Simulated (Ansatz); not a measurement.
# La2MoGeO8 (I-4): the equilibrium volume, part 2 of 2

At what volume is La2MoGeO8 (I-4) free of pressure?

Ansatz 0.2.0; DFT PBEsol, scalar-relativistic, plane waves, PAW.

## 4. Relaxing cell and atoms

File input.yaml:

```yaml
crystal:
  lattice:
    - [-2.6327209515, 2.6327209515, 5.7929417296]
    - [2.6327209515, -2.6327209515, 5.7929417296]
    - [2.6327209515, 2.6327209515, -5.7929417296]
  atoms:
    - { symbol: La, position: [0.75, 0.25, 0.5] }
    - { symbol: La, position: [0.5, 0.5, 0.0] }
    - { symbol: Ge, position: [0.25, 0.75, 0.5] }
    - { symbol: Mo, position: [0.0, 0.0, 0.0] }
    - { symbol: O, position: [0.4036260644, 0.5109126957, 0.5844374245] }
    - { symbol: O, position: [0.9264752712, 0.8191886399, 0.4155625755] }
    - { symbol: O, position: [0.0634042738, 0.1685850347, 0.3925532529] }
    - { symbol: O, position: [0.7760317819, 0.6708510209, 0.6074467471] }
    - { symbol: O, position: [0.8314149653, 0.2239682181, 0.8948192391] }
    - { symbol: O, position: [0.3291489791, 0.9365957262, 0.1051807609] }
    - { symbol: O, position: [0.1808113601, 0.5963739356, 0.1072866313] }
    - { symbol: O, position: [0.4890873043, 0.0735247288, 0.8927133687] }
basis:
  ecutwfc: 420
kpoints:
  mp_grid: { grid: [6, 6, 6] }
hamiltonian:
  xc: pbesol
scf:
  occupations: { method: gaussian, width: 0.02 }
output:
  forces: true
  stress: true
  eigenvalues: true
  write_density: true
  write_potential: true
  elf: true
  volumetric_format: npy
relax:
  adjacent_minimum: "off"
  f_tol: 0.01
  max_steps: 50
  cell: { stress_tol: 0.1 }
```

Started as:

```bash
$ ansatz run input.yaml --threads 8 --pin off --max-ram 14336MiB --backend cpu --events-out ev --progress --plain --runs-dir out
```

Standard output:

```text
Warning: RAYON_NUM_THREADS=8 ignored (pool sized by the plan → 8); use --threads N
Engine: ansatz 0.2.0, aarch64-unknown-linux-gnu
Pseudopotentials: kind: paw
Pseudopotential: La, paw, valence charge 11, recommended cutoff 420 eV (normal), La.paw.azcp
Pseudopotential: Ge, paw, valence charge 14, recommended cutoff 420 eV (normal), Ge.paw.azcp
Pseudopotential: Mo, paw, valence charge 14, recommended cutoff 420 eV (normal), Mo.paw.azcp
Pseudopotential: O, paw, valence charge 6, recommended cutoff 420 eV (normal), O.paw.azcp
Functional definition: PBEsol
  exchange = pbesol_x
  correlation = pbesol_c
Crystal: 12 atoms, lattice volume = 160.609 Å³
Basis set: ecut = 420 eV, 3155 PW (Γ), exchange–correlation on 96×96×96 points (8 copies of the dense FFT grid, shifted against one another)
Bands: 61, of which v1, the nominal top of the filled ones, is band 49 counted from 1 (48 counted from 0)
Symmetry: 4 space group operations
Space group: I-4 (ITA 82), of the structure as read, at distance tolerance 5.4e-5 Å
k-points: 36 of 216 (time reversal used)
Non-local potential: La, projectors of the file, l = 0: 3, l = 1: 2, l = 2: 2, l = 3: 3
Non-local potential: Ge, projectors of the file, l = 0: 2, l = 1: 2, l = 2: 3, l = 3: 1
Non-local potential: Mo, projectors of the file, l = 0: 3, l = 1: 2, l = 2: 2, l = 3: 1
Non-local potential: O, projectors of the file, l = 0: 2, l = 1: 2, l = 2: 1
PAW form: soft (Blöchl's): semilocal exchange-correlation on the pseudo side does not see the compensation charge
PAW frozen core: La, regenerated for the run's functional, and the local potential with it (the file was generated under x = pbe(κ = 0.804, μ = 0.2195149727645171), c = pbe(β = 0.06672455060314922))
PAW frozen core: Ge, regenerated for the run's functional, and the local potential with it (the file was generated under x = pbe(κ = 0.804, μ = 0.2195149727645171), c = pbe(β = 0.06672455060314922))
PAW frozen core: Mo, regenerated for the run's functional, and the local potential with it (the file was generated under x = pbe(κ = 0.804, μ = 0.2195149727645171), c = pbe(β = 0.06672455060314922))
PAW frozen core: O, regenerated for the run's functional, and the local potential with it (the file was generated under x = pbe(κ = 0.804, μ = 0.2195149727645171), c = pbe(β = 0.06672455060314922))
PAW one-centre angular grid: La, 590 points (default); XC on 64 Gauss nodes
PAW one-centre angular grid: Ge, 590 points (default); XC on 64 Gauss nodes
PAW one-centre angular grid: Mo, 590 points (default); XC on 64 Gauss nodes
PAW one-centre angular grid: O, 110 points (default); XC on 64 Gauss nodes
Initial density: superposition of atomic densities (neutral atoms: chi_scale 0, normalization atom), corrected by the library's trained network
Initial wavefunctions: pseudopotential atomic-orbital guess
Functional: x = pbesol(κ = 0.804, μ = 0.12345679012345678), c = pbesol(β = 0.046)
SCF iter   1: F=—  HF=-25972.241226 eV  |F-HF|=—  |Δ(HF+E_count)|=         —  Δρ=1.45e-2  dr2=2.76e-1  ethr=1.77e-3  ⟨swp⟩=5.2  Hψ=8282  notcnv=0  defer=9
preconditioner: auto → Resta (q_TF=auto, 2.513 Å⁻¹)  ε∞=5.0  [insulator: Δε(μ)=2.456 eV  Ē_g=13.578 eV  σ=0.020 eV  W_gap=1.00  n_scr=36 (ndim 8)  ℏωp=27.2 eV  f_vac=0.026  D(μ)=0.00/eV (n_scr^D=0)  ε∞_Penn≈5.0]
SCF iter   2: F=—  HF=-25972.182053 eV  |F-HF|=—  |Δ(HF+E_count)|=   5.92e-2  Δρ=4.54e-3  dr2=3.50e-2  ethr=2.82e-4  ⟨swp⟩=2.6  Hψ=4092  notcnv=0  defer=283
SCF iter   3: F=—  HF=-25972.176665 eV  |F-HF|=—  |Δ(HF+E_count)|=   5.39e-3  Δρ=1.64e-3  dr2=3.86e-3  ethr=3.57e-5  ⟨swp⟩=3.0  Hψ=3024  notcnv=0  defer=283
SCF iter   4: F=—  HF=-25972.176560 eV  |F-HF|=—  |Δ(HF+E_count)|=   1.04e-4  Δρ=8.31e-4  dr2=9.27e-4  ethr=3.94e-6  ⟨swp⟩=2.0  Hψ=3604  notcnv=0  defer=283
SCF iter   5: F=—  HF=-25972.176600 eV  |F-HF|=—  |Δ(HF+E_count)|=   3.94e-5  Δρ=2.47e-4  dr2=1.06e-4  ethr=9.46e-7  ⟨swp⟩=2.0  Hψ=2974  notcnv=0  defer=283
SCF iter   6: F=—  HF=-25972.176629 eV  |F-HF|=—  |Δ(HF+E_count)|=   2.89e-5  Δρ=7.69e-5  dr2=9.23e-6  ethr=1.08e-7  ⟨swp⟩=2.0  Hψ=3386  notcnv=0  defer=283
SCF iter   7: F=—  HF=-25972.176493 eV  |F-HF|=—  |Δ(HF+E_count)|=   1.35e-4  Δρ=2.55e-5  dr2=1.13e-6  ethr=9.42e-9  ⟨swp⟩=2.0  Hψ=3788  notcnv=0  defer=283
SCF iter   8: F=—  HF=-25972.176494 eV  |F-HF|=—  |Δ(HF+E_count)|=   5.70e-7  Δρ=1.04e-5  dr2=2.02e-7  ethr=1.15e-9  ⟨swp⟩=2.0  Hψ=3424  notcnv=0  defer=283
SCF iter   9: F=-25972.176494 eV  HF=-25972.176494 eV  |F-HF|=1.20e-8  |Δ(HF+E_count)|=   2.69e-7  Δρ=2.31e-6  dr2=1.11e-8  ethr=1.02e-10  ⟨swp⟩=15.6  Hψ=17192  notcnv=0
SCF 1 converged in 9 iterations: F = -25972.176494 eV  dr2 = 1.11e-8
relax step   1: F+E_penalty+E_count = -25972.17649422 eV  Δ(F+E_penalty+E_count) = +0.000e0 eV  max|allowed force component| = 2.587e-3 eV/Å  Δτ_max = 0.0000 Å  P = +0.055 GPa  Ω = 160.609 Å³  (9 SCF iters, dr2 threshold 1.00e-7 eV, accepted)
Initial density: handed on by an earlier stage of this run
Initial wavefunctions: pseudopotential atomic-orbital guess (no wavefunctions were taken with the density)
iter 1 solved again at ethr=2.00e-7 eV; its pass at ethr=3.10e-3 eV (dr2=1.96e-4 eV) is discarded
SCF iter   1: F=—  HF=-25972.176637 eV  |F-HF|=—  |Δ(HF+E_count)|=         —  Δρ=2.44e-6  dr2=1.19e-8  ethr=2.00e-7  ⟨swp⟩=3.9  Hψ=15773  notcnv=0
eigensolver tolerance schedule: the retry pair's looser diagonalisation over-reported the residual by 16455.06 of it (diagonalisation noise at an unbounded share of the residual, at the tolerance the schedule requests for it); recorded, not acted on — ethr = c·dr2/N_el stays at c = 1.0e-1
preconditioner: auto → Resta (q_TF=auto, 2.513 Å⁻¹)  ε∞=5.0  [insulator: Δε(μ)=2.556 eV  Ē_g=13.664 eV  σ=0.020 eV  W_gap=1.00  n_scr=36 (ndim 8)  ℏωp=27.2 eV  f_vac=0.023  D(μ)=0.00/eV (n_scr^D=0)  ε∞_Penn≈5.0]
SCF iter   2: F=—  HF=-25972.176494 eV  |F-HF|=—  |Δ(HF+E_count)|=   1.43e-4  Δρ=1.61e-6  dr2=5.61e-9  ethr=1.22e-11  ⟨swp⟩=3.1  Hψ=4879  notcnv=0
SCF iter   3: F=—  HF=-25972.176494 eV  |F-HF|=—  |Δ(HF+E_count)|=   7.17e-9  Δρ=1.65e-6  dr2=4.14e-9  ethr=5.72e-12  ⟨swp⟩=2.0  Hψ=3564  notcnv=0
SCF iter   4: F=-25972.176494 eV  HF=-25972.176494 eV  |F-HF|=5.09e-11  |Δ(HF+E_count)|=  5.46e-11  Δρ=3.30e-7  dr2=2.06e-10  ethr=1.00e-12  ⟨swp⟩=7.7  Hψ=13119  notcnv=0
SCF 2 converged in 4 iterations: F = -25972.176494 eV  dr2 = 2.06e-10
relax step   2: F+E_penalty+E_count = -25972.17649422 eV  Δ(F+E_penalty+E_count) = -1.965e-9 eV  max|allowed force component| = 2.590e-3 eV/Å  Δτ_max = 0.0000 Å  P = +0.055 GPa  Ω = 160.609 Å³  stress off target by 8.17e-2 GPa  SCF on the basis re-selected at this cell (its energy is not comparable with the rows above)  (4 SCF iters)
basis re-selected at this cell: Δ(F+E_penalty+E_count) = -1.965e-9 eV, ΔP = +0.000 GPa vs the last step (what re-selecting the basis moved, of the pressure what is left beyond the Pulay correction that the steps carried, after the strain that the cell walked since its last selection, with what the two solves' SCF thresholds leave and, on support functions, any second-order correction that the steps lacked; it is no measure of the basis error at this ecutwfc). This SCF's stress stands 8.17e-2 GPa from its target on what of the cell is left free (relax.cell.stress_tol is 1.00e-1 GPa) and its largest allowed force component is 2.59e-3 eV/Å (relax.f_tol is 1.00e-2 eV/Å): within both
SCF converged after 4 iterations
Free energy (F): -25972.176494 eV
Harris-Foulkes:  -25972.176494 eV  (|F-HF|=5.09e-11)
Internal energy: -25972.176494 eV  (E = F + TS)
E sigma→0 (E₀):  -25972.176494 eV
Fermi energy:    9.974524 eV
--- Per-component energies (eV) ---
  E_band       = -388.196386
  E_kinetic    = 2332.082476
  E_local      = -7208.480678  (includes V_loc(G=0)·N_el)
  E_nonlocal   = 1150.888789
  E_hartree    = 2777.418843
  E_xc         = -1115.528614
  E_vxc        = -1333.867855  (∫ρ·V_xc dr)
  E_paw        = -17004.727138  (= ΣΔE_a)
  E_vpaw       = -883.677021  (= ΣTr[D̂ρ^β])
  E_aug_tail   = 0.019773  (compensation charges beyond the density's cutoff)
  E_ewald      = -6905.598504
  E_core_change = 1.748558  (= ΣΔE_core)
  E_smearing   = -0.000000  (= −TS)
  E_closure    = 0.000000  (closes the sum)
  Σ components = -25972.176494   (vs F -25972.176494, Δ=0.00e0)
--- Forces (eV/Å), atoms counted from 1 ---
  atom   1  La     0.00000000     0.00000000     0.00000000
  atom   2  La     0.00000000     0.00000000     0.00000000
  atom   3  Ge     0.00000000     0.00000000     0.00000000
  atom   4  Mo    -0.00000000     0.00000000     0.00000000
  atom   5  O      0.00083748     0.00190418    -0.00202515
  atom   6  O     -0.00083748    -0.00190418    -0.00202515
  atom   7  O      0.00208532     0.00259038    -0.00103071
  atom   8  O     -0.00208532    -0.00259038    -0.00103071
  atom   9  O      0.00259038    -0.00208532     0.00103071
  atom  10  O     -0.00259038     0.00208532     0.00103071
  atom  11  O     -0.00190418     0.00083748     0.00202515
  atom  12  O      0.00190418    -0.00083748     0.00202515
  max |Σ_I F_I| component: 3.35e-17 eV/Å
--- Stress (GPa, compression-positive) ---
        0.041659      -0.000000       0.000000
        0.000000       0.041659       0.000000
        0.000000       0.000000       0.081718
  P = ⅓ Tr σ = 0.0550 GPa (0.550 kbar)
--- Band table (eV; the first three rows and the last of 36) ---
  k-point 0: bands = ["-53.0847", "-27.4418", "-27.4418", "-27.3384", "-21.1107", "-20.9587", "-14.2031", "-14.1896", "-14.1896", "-13.9962", "-13.9695", "-9.0596", "-8.9742", "-8.6395", "-8.6395", "-8.1475", "-7.5694", "-7.5694", "-7.4505", "-4.6247", "-4.5564", "-4.5564", "-4.1043", "-4.1043", "-4.0613", "2.5030", "3.4861", "3.8798", "3.8798", "3.9860", "4.0672", "4.8837", "5.2209", "5.4555", "5.4555", "6.1091", "6.2109", "6.2109", "6.3720", "6.9642", "6.9642", "7.1868", "7.2050", "8.0765", "8.0765", "8.0829", "8.3531", "8.6390", "8.6390", "11.4254", "11.6836", "13.0273", "13.0273", "13.3809", "13.6696", "13.7907", "13.7907", "13.8161", "13.9137", "13.9137", "13.9644"]
  k-point 1: bands = ["-53.0847", "-27.4420", "-27.4419", "-27.3384", "-21.1008", "-20.9665", "-14.2032", "-14.1897", "-14.1892", "-13.9963", "-13.9694", "-9.1397", "-9.0266", "-8.6675", "-8.5107", "-8.2558", "-7.5954", "-7.4726", "-7.3223", "-4.6968", "-4.5390", "-4.4291", "-4.3114", "-4.1687", "-3.9561", "2.4943", "3.5928", "3.7557", "3.8971", "4.0188", "4.2033", "4.8847", "5.1975", "5.4430", "5.6089", "5.8728", "5.9982", "6.4404", "6.6171", "6.8313", "6.9463", "7.4354", "7.4734", "7.6947", "8.0384", "8.0860", "8.2823", "8.4636", "8.5685", "11.4656", "11.7903", "12.9416", "13.0726", "13.5162", "13.6779", "13.7137", "13.7715", "13.8586", "13.8867", "13.9090", "13.9277"]
  k-point 2: bands = ["-53.0847", "-27.4424", "-27.4422", "-27.3383", "-21.0782", "-20.9861", "-14.2020", "-14.1901", "-14.1889", "-13.9963", "-13.9692", "-9.1490", "-8.9756", "-8.6693", "-8.5422", "-8.3529", "-7.7140", "-7.4747", "-7.1212", "-4.7164", "-4.5448", "-4.5089", "-4.2568", "-4.2211", "-3.8870", "2.6195", "3.5880", "3.7165", "3.9608", "4.1298", "4.1938", "4.9960", "5.2220", "5.5517", "5.5865", "5.7605", "6.1764", "6.4220", "6.4850", "6.6619", "6.9235", "7.3796", "7.6117", "7.8518", "7.9521", "7.9872", "8.2061", "8.4581", "8.5006", "11.3807", "11.9009", "12.9655", "13.1417", "13.4693", "13.6759", "13.7320", "13.7469", "13.7952", "13.8275", "13.8843", "13.9287"]
  k-point 35: bands = ["-53.0847", "-27.4418", "-27.4418", "-27.3385", "-21.0670", "-21.0029", "-14.2018", "-14.1895", "-14.1895", "-13.9962", "-13.9694", "-9.1859", "-8.9317", "-8.7215", "-8.7215", "-8.3038", "-7.3912", "-7.3912", "-6.9948", "-4.8319", "-4.8319", "-4.5000", "-4.4819", "-3.9393", "-3.9393", "2.4748", "3.5754", "3.9335", "3.9335", "4.0724", "4.1305", "4.8840", "5.1109", "5.1109", "5.5329", "5.6383", "6.5089", "6.5089", "6.6745", "6.9313", "6.9313", "7.1606", "7.3485", "7.4922", "8.2985", "8.2985", "8.3778", "8.5815", "8.5815", "11.3396", "11.3544", "12.9590", "12.9590", "13.6152", "13.7605", "13.7614", "13.7655", "13.7655", "13.8457", "13.8457", "13.8526"]
--- Relaxed structure (1 steps of the walk, 1 accepted, 1 SCFs on fresh bases) ---
  F+E_penalty+E_count = -25972.17649422 eV   max|allowed force component| = 2.590e-3 eV/Å   (the final SCF, on the basis selected at the relaxed cell)
  cell:  # Å, volume = 160.6086 Å³
    - [-2.6327209515, 2.6327209515, 5.7929417296]
    - [2.6327209515, -2.6327209515, 5.7929417296]
    - [2.6327209515, 2.6327209515, -5.7929417296]
  atoms:
    - { symbol: La, position: [0.75, 0.24999999999999992, 0.49999999999999994] }
    - { symbol: La, position: [0.49999999999999994, 0.49999999999999994, 0.0] }
    - { symbol: Ge, position: [0.24999999999999992, 0.75, 0.49999999999999994] }
    - { symbol: Mo, position: [3.851859888774472e-34, -4.047688110074021e-18, 0.0] }
    - { symbol: O, position: [0.40362606439999993, 0.5109126956999999, 0.5844374245] }
    - { symbol: O, position: [0.9264752712, 0.8191886398999999, 0.4155625754999999] }
    - { symbol: O, position: [0.06340427380000004, 0.16858503472499997, 0.392553252875] }
    - { symbol: O, position: [0.77603178185, 0.670851020925, 0.6074467471249999] }
    - { symbol: O, position: [0.8314149652749999, 0.22396821814999995, 0.8948192390749999] }
    - { symbol: O, position: [0.32914897907499985, 0.9365957261999999, 0.10518076092499995] }
    - { symbol: O, position: [0.18081136009999998, 0.5963739356, 0.10728663129999999] }
    - { symbol: O, position: [0.4890873043, 0.07352472880000002, 0.8927133686999998] }
```

Run time: 16 s. Hardware: 8 threads of Arm Neoverse V1, shared host; peak memory 0.92 GiB.

How the relaxation went:

| step | energy from step 1 (meV/atom) | largest force component (eV/Å) | pressure (GPa) | volume (Å³/atom) |
| --- | --- | --- | --- | --- |
| 1 | 0.0 | 0.003 | 0.06 | 13.384 |
| 2 | 0.0 | 0.003 | 0.06 | 13.384 |

Step 1 is the start. Step 2 repeats the geometry before it on a plane-wave basis chosen anew for the final cell, which leaves the energy as it was.

Read off: volume 13.384 Å³/atom, pressure 0.06 GPa, mesh gap 2.56 eV.

## 5. The way to zero pressure

| step | level | mesh | relaxed | volume (Å³/atom) | pressure (GPa) |
| --- | --- | --- | --- | --- | --- |
| 2 | PBEsol | 6×6×6 | nothing | 12.562 | 6.44 |
| 3 | PBEsol | 6×6×6 | all | 13.384 | 0.06 |
| 4 | PBEsol | 6×6×6 | all | 13.384 | 0.06 |

The cell before and after:

| cell as typed | before | after | change |
| --- | --- | --- | --- |
| a (Å) | 6.703 | 6.886 | +2.7 % |
| b (Å) | 6.703 | 6.886 | +2.7 % |
| c (Å) | 6.703 | 6.886 | +2.7 % |
| α (°) | 134.52 | 135.05 | +0.53° |
| β (°) | 134.52 | 135.05 | +0.53° |
| γ (°) | 66.28 | 65.46 | -0.82° |
| volume (Å³/atom) | 12.562 | 13.384 | +6.5 % |
| shortest distance (Å) | 1.804 | 1.776 | -1.6 % |
| space group | I-4 | I-4 | same |

## 6. What came out

This closing draws on all 2 parts. Changes of volume or cell count from the first structure of part 1.

| quantity | value |
| --- | --- |
| volume | 13.384 Å³/atom |
| pressure | 0.06 GPa |
| conventional cell | a = 5.265 Å, b = 5.265 Å, c = 11.586 Å, α = 90.00°, β = 90.00°, γ = 90.00° |
| gap on the mesh | 2.56 eV |

From the first run shown, the volume went from 12.56 to 13.38 Å³/atom (+6.5 %) in 3 runs, where the pressure is zero within 0.06 GPa.

The gaps are Kohn-Sham values of a semilocal functional, not quasiparticle or optical gaps. Such gaps usually fall short of the measured ones. Spin-orbit coupling is left out, though the cell holds La; it can move the gap.
